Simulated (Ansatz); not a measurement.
# C2H9BFP: how energies converge with the basis set

One table from this session's results is given with a row withheld; the runs are named, their logs left out.

Program: Ansatz 0.2.0, Gaussian basis. Level of theory: one geometry, several basis sets. These are calculated values, not measurements.

Plan: PBE0-D4/def2-SVP; ωB97M-V/def2-SVP; PBE0-D4/def2-QZVPP; ωB97M-V/def2-QZVPP; the functionals' def2-TZVPP values are taken from earlier runs.

## The relaxed structure

An earlier PBE0-D4 in a triple-zeta def2 set relaxation fixed the geometry.

14 atoms, charge 0, spin multiplicity 1.

Atoms are counted from 1 here; the program's logs count them from 0.

Bond lengths: C1–B2 1.565 Å, C1–H6 1.098 Å, C1–H7 1.092 Å, C1–H8 1.092 Å, B2–C3 1.565 Å, B2–F4 1.342 Å, C3–H9 1.098 Å, C3–H10 1.092 Å, C3–H11 1.092 Å, P5–H12 1.419 Å, P5–H13 1.418 Å, P5–H14 1.418 Å. Angles: B2–C1–H6 108.3°, B2–C1–H7 112.4°, B2–C1–H8 112.9°, H6–C1–H7 106.4°, H6–C1–H8 107.1°, H7–C1–H8 109.4°, C1–B2–C3 124.9°, C1–B2–F4 117.4°, C3–B2–F4 117.4°, B2–C3–H9 108.3°, B2–C3–H10 112.9°, B2–C3–H11 112.4°, H9–C3–H10 107.1°, H9–C3–H11 106.4°, H10–C3–H11 109.4°, H12–P5–H13 93.9°, H12–P5–H14 93.9°, H13–P5–H14 93.8°.

Geometry (Å):

```xyz
14
charge 0, multiplicity 1
C    -1.68430    0.43786    0.56831
B    -0.26818    0.94326    0.13600
C     0.95649    1.10402    1.09628
F    -0.13148    1.39696   -1.11999
P     0.70818   -1.82857   -1.23126
H    -2.20951    1.26537    1.06373
H    -1.63279   -0.37439    1.29606
H    -2.30021    0.12738   -0.27780
H     0.82515    2.03080    1.67064
H     1.90526    1.18850    0.56303
H     1.02242    0.29527    1.82677
H     1.05065   -3.20545   -1.20672
H     1.85672   -1.45685   -1.97471
H    -0.11132   -1.95346   -2.38141
```

Set-up of the first run:

The input, in.yaml:

```yaml
crystal:
  periodic: [false, false, false]
  atoms:
    - {symbol: C, position_ang: [-1.684296, 0.437857, 0.568309]}
    - {symbol: B, position_ang: [-0.268178, 0.943259, 0.135998]}
    - {symbol: C, position_ang: [0.956494, 1.104019, 1.096275]}
    - {symbol: F, position_ang: [-0.131483, 1.396961, -1.119993]}
    - {symbol: P, position_ang: [0.708179, -1.828571, -1.231263]}
    - {symbol: H, position_ang: [-2.209505, 1.265372, 1.063728]}
    - {symbol: H, position_ang: [-1.632792, -0.374393, 1.296063]}
    - {symbol: H, position_ang: [-2.300205, 0.127382, -0.277799]}
    - {symbol: H, position_ang: [0.825154, 2.030798, 1.670640]}
    - {symbol: H, position_ang: [1.905261, 1.188505, 0.563028]}
    - {symbol: H, position_ang: [1.022419, 0.295273, 1.826768]}
    - {symbol: H, position_ang: [1.050650, -3.205449, -1.206724]}
    - {symbol: H, position_ang: [1.856725, -1.456846, -1.974713]}
    - {symbol: H, position_ang: [-0.111325, -1.953464, -2.381412]}
basis:
  gaussian: {orbitals: def2-SVP}
hamiltonian: {xc: pbe0, dispersion: d4}
output: {orbitals: {seedname: orbitals}}
```

Command:

```sh
> ansatz run in.yaml --threads 4 --pin off --events-out ev --progress --plain --max-ram 10444MiB
```

Among the steps run: PBE0-D4 in def2-SVP; ωB97M-V in def2-SVP; PBE0-D4 in def2-QZVPP; ωB97M-V in def2-QZVPP.

One of the session's tables, all rows but one given; the rest of the session is left out.

It belongs to the step «Functionals by basis». 

```
functional       basis  HOMO (eV)  LUMO (eV)
   PBE0-D4    def2-SVP      -7.85       0.34
   PBE0-D4  def2-TZVPP      -7.94       0.15
   PBE0-D4  def2-QZVPP      -7.96       0.08
   ωB97M-V    def2-SVP     -10.03       2.40
   ωB97M-V  def2-TZVPP          ?          ?
   ωB97M-V  def2-QZVPP     -10.16       1.51
```

**Question.** Estimate the row for ωB97M-V, def2-TZVPP.

**Answer.** HOMO (eV): -10.15; LUMO (eV): 2.09. In the column «HOMO (eV)» it lies between ωB97M-V, def2-QZVPP (-10.16) and ωB97M-V, def2-SVP (-10.03).
